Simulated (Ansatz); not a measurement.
# GeC+ (quartet): the correlation ladder at distance Ge1–C2 = 2.340 Å, cc-pVDZ

Aim: climb from Hartree-Fock through coupled cluster and multireference methods for GeC+ (quartet) at one geometry and basis, and see what each rung misses.

Method: cc-pVDZ, core rule «outside noble gas», up to 15 orbitals frozen; program: Ansatz 0.2.0, Gaussian basis.

To be run: UHF; CCSD(T) on ROHF; CCSD(T) on UHF; BCCD(T) on ROHF; CISD; CCSDT(Q) on ROHF; CCSDT(Q) on UHF; CASSCF and MRCISD+Q, 5 electrons in 5 orbitals; CASSCF and NEVPT2, 5 electrons in 5 orbitals; CASSCF and MRCISD+Q, 7 electrons in 8 orbitals; CASSCF and NEVPT2, 7 electrons in 8 orbitals; Full CI.

15 further runs of the same task are left out: 11 that didn't finish, 4 set aside as unsound or not needed.

### 1 The system

The geometry derives from a PBE0/def2-TZVP stationary point (not a proven minimum). One bond is set to the value named and the two fragments are kept rigid. No spin-orbit coupling is included. The filled d shell of Ge may be among the frozen orbitals whatever the setting's name suggests; the logs give the count.

2 atoms, charge 1, spin multiplicity 4.

Atoms are counted from 1 here; the program's logs count them from 0.

Bond lengths: Ge1–C2 2.340 Å.

### 2 UHF

File in.yaml:

```yaml
crystal:
  periodic: [false, false, false]
  atoms:
    - {symbol: Ge, position_ang: [0.000000, 0.000000, 0.000000]}
    - {symbol: C, position_ang: [0.000000, 0.000000, 2.340000]}
basis:
  gaussian: {orbitals: cc-pVDZ}
total_charge: 1
magnetization: {spin_polarized: true, initial_magnetization: 3}
hamiltonian: {xc: hf}
output: {orbitals: {seedname: orbitals}}
```

On the command line:

```sh
$ ansatz run in.yaml --threads 1 --pin off --events-out ev --progress --plain --max-ram 2393MiB
```

The runs that follow: CCSD(T) on ROHF; CCSD(T) on UHF; BCCD(T) on ROHF; CISD; CCSDT(Q) on ROHF; CCSDT(Q) on UHF; CASSCF and MRCISD+Q, 5 electrons in 5 orbitals; CASSCF and NEVPT2, 5 electrons in 5 orbitals; CASSCF and MRCISD+Q, 7 electrons in 8 orbitals; CASSCF and NEVPT2, 7 electrons in 8 orbitals; Full CI.

Before running them: what should the planned runs give, taken together? Wanted: FCI below the RHF energy; RMP2 from FCI; UMP2 from FCI; RCCSD from FCI; RCCSD(T) from FCI; UCCSD(T) from FCI; RCCSDT(Q) from FCI; UCCSDT(Q) from FCI; NEVPT2 pair from FCI.

**Answer**, as computed:

```
                         quantity                                                   value
         FCI below the RHF energy                                              -4.6048 eV
                    RMP2 from FCI                                           +131.1 kJ/mol
                    UMP2 from FCI                                           +141.7 kJ/mol
                   RCCSD from FCI                                            +35.7 kJ/mol
                RCCSD(T) from FCI                                            +10.4 kJ/mol
                UCCSD(T) from FCI                                            +10.6 kJ/mol
               RCCSDT(Q) from FCI                                             -0.6 kJ/mol
               UCCSDT(Q) from FCI                                             -3.0 kJ/mol
             NEVPT2 pair from FCI                                           +136.1 kJ/mol
          NEVPT2 valence from FCI                                            +50.7 kJ/mol
        MRCISD+Q valence from FCI                                             -0.2 kJ/mol
levels within 1 kcal/mol (43 meV)  RCCSDT, UCCSDT, RCCSDT(Q), UCCSDT(Q), MRCISD+Q valence
                    T1 diagnostic                                                   0.091
   effectively unpaired electrons                                                    3.11
```

**Reading.** RCCSD(T) lands +10.4 kJ/mol from the yardstick (2.3 % of the correlation energy). RCCSDT(Q), UCCSDT(Q), MRCISD+Q valence fall below full CI: unrestricted runs freeze a spin-polarised core, another one than full CI's, and coupled cluster isn't variational. The occupations are near whole numbers, but T1 = 0.091 shows that the orbitals relax strongly. Of the multireference levels listed MRCISD+Q valence comes nearest in total energy (-0.2 kJ/mol), which doesn't show that its space is the better one. These misses are within one basis, not against nature; the frozen cores of restricted and unrestricted runs differ, which can shift their rows.
